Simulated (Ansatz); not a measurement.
# CrSBr: further runs on the relaxed cell

An exercise on one series of results from a longer session: the logs are not shown, and one member is left open.

Method: DFT PBEsol, scalar-relativistic, plane waves, PAW, in Ansatz 0.2.0.

### Starting point

The structure is orthorhombic, space group Pmmn (No. 59). Conventional cell: a = 3.487 Å, b = 4.661 Å, c = 8.372 Å, α = 90.00°, β = 90.00°, γ = 90.00°. Cr (site symmetry mm2) has 4 S at 2.35 to 2.37 Å and 2 Br at 2.49 Å as nearest neighbours. Around S (site symmetry mm2) lie 4 Cr at 2.35 to 2.37 Å. Around Br (site symmetry mm2) lie 2 Cr at 2.49 Å.

Coordinates:

```cif
data_structure
_symmetry_space_group_name_H-M 'P 1'
_symmetry_Int_Tables_number 1
_cell_length_a 3.4868
_cell_length_b 4.6613
_cell_length_c 8.3720
_cell_angle_alpha 90.000
_cell_angle_beta 90.000
_cell_angle_gamma 90.000
_cell_volume 136.07
loop_
_atom_site_label
_atom_site_type_symbol
_atom_site_fract_x
_atom_site_fract_y
_atom_site_fract_z
_atom_site_occupancy
Cr1 Cr 0.50000 0.00000 0.87842 1
Cr2 Cr 0.00000 0.50000 0.12158 1
S1 S 0.50000 0.50000 0.93256 1
S2 S 0.00000 0.00000 0.06744 1
Br1 Br 0.00000 0.00000 0.66651 1
Br2 Br 0.50000 0.50000 0.33349 1
```

It goes back to an entry of the Materials Project.

This cell was relaxed beforehand with the same method: volume 22.68 Å³/atom, gap on the mesh 0.30 eV, site moments up to 2.6 μB.

The first run:

The input, input.yaml:

```yaml
crystal:
  lattice:
    - [3.4515438994, 0.0, 0.0]
    - [0.0, 4.6142586073, 0.0]
    - [0.0, 0.0, 8.2874599307]
  atoms:
    - { symbol: Cr, position: [0.5, 0.0, 0.8784172785], spin: 2.91 }
    - { symbol: Cr, position: [0.0, 0.5, 0.1215827215], spin: 2.91 }
    - { symbol: S, position: [0.5, 0.5, 0.9325604015] }
    - { symbol: S, position: [0.0, 0.0, 0.0674395985] }
    - { symbol: Br, position: [0.0, 0.0, 0.6665140798] }
    - { symbol: Br, position: [0.5, 0.5, 0.3334859202] }
basis:
  ecutwfc: 420
kpoints:
  mp_grid: { grid: [10, 8, 4] }
hamiltonian:
  xc: pbesol
scf:
  occupations: { method: gaussian, width: 0.01 }
output:
  forces: true
  stress: true
  eigenvalues: true
  populations: true
magnetization:
  spin_polarized: true
relax:
  adjacent_minimum: "off"
  f_tol: 0.01
  max_steps: 30
  cell: { stress_tol: 0.1, fix: [volume] }
```

Launch:

```
$ ansatz run input.yaml --threads 2 --pin off --max-ram 5120MiB --backend cpu --events-out ev --progress --plain --runs-dir out
```

Steps of the session up to this table: Volume × 0.97; Volume × 1.03; Volume × 0.94; Point at V/V0 = 1.06.

One of the session's tables, all rows but one given; the rest of the session is left out.

It belongs to the step «Energy against volume». 

| volume (Å³/atom) | energy above the lowest point (meV/atom) | pressure (GPa) | gap on the mesh (eV) |
| --- | --- | --- | --- |
| 21.318 | 3.1 | 0.90 | 0.24 |
| 21.998 | ? | ? | ? |
| 22.678 | 0.0 | 0.00 | 0.30 |
| 23.359 | 0.4 | -0.15 | 0.33 |
| 24.039 | 1.1 | -0.19 | 0.35 |

**Question.** Estimate the row for volume (Å³/atom) = 21.998.

Worked estimate for «energy above the lowest point (meV/atom)». A straight line through the neighbours (21.318, 3.1) and (22.678, 0.0) gives 3.1 + (0.0 − 3.1) × (21.998 − 21.318) / (22.678 − 21.318) = 1.6; a parabola fitted to 3 rows on both sides gives 0.9.

**Answer.** energy above the lowest point (meV/atom): 0.6; pressure (GPa): 0.33; gap on the mesh (eV): 0.27. In «energy above the lowest point (meV/atom)» the line misses by +1.0 and the parabola by +0.3.

To keep in mind: Layers here are held mostly by dispersion, which this level lacks, so their spacing and the stiffness across them are unreliable there.
